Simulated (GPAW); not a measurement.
The system is NiAu3.

```
Au Ni
1.0
     4.02817    0.00000    0.00000
     0.00000    4.02817    0.00000
     0.00000    0.00000    4.02817
Au Ni
3 1
Direct
  0.50000 0.50000 0.00000
  0.00000 0.50000 0.50000
  0.50000 0.00000 0.50000
  0.00000 0.00000 0.00000
```

The cell comes from a database or a generator and needn't be the stable form of this composition.

Base run:

- Program: GPAW 26.7.0
- Functional: PBEsol
- Potentials or basis: PAW data sets generated in the run's folder for this functional
- Cutoff: 600 eV
- Basis: pw
- k mesh: 5 × 5 × 5
- Occupations: fermi-dirac, width 0.05 eV
- Spin: collinear spin, ferromagnetic start
- Starting moments: [0.0, 0.0, 0.0, 1.0] μB

Its results: pressure -7.1 GPa; net moment 0.00 μB per cell.

Task: The run is repeated on the same cell with these changes: functional from PBEsol to LDA; potentials or basis from PAW data sets generated in the run's folder for this functional to the program's PAW data sets (release 1.2.1) made for this functional. What comes out?

Result: Pressure -11.5 GPa; net moment 0.00 μB per cell.

Caveats: with this Au data set, volumes or pressures lay over 1.5 % or 2 GPa off other programs in two to four cells of ten; the stock nickel data set gives pressures a few GPa off other programs.

Not every run made on this cell is shown here.
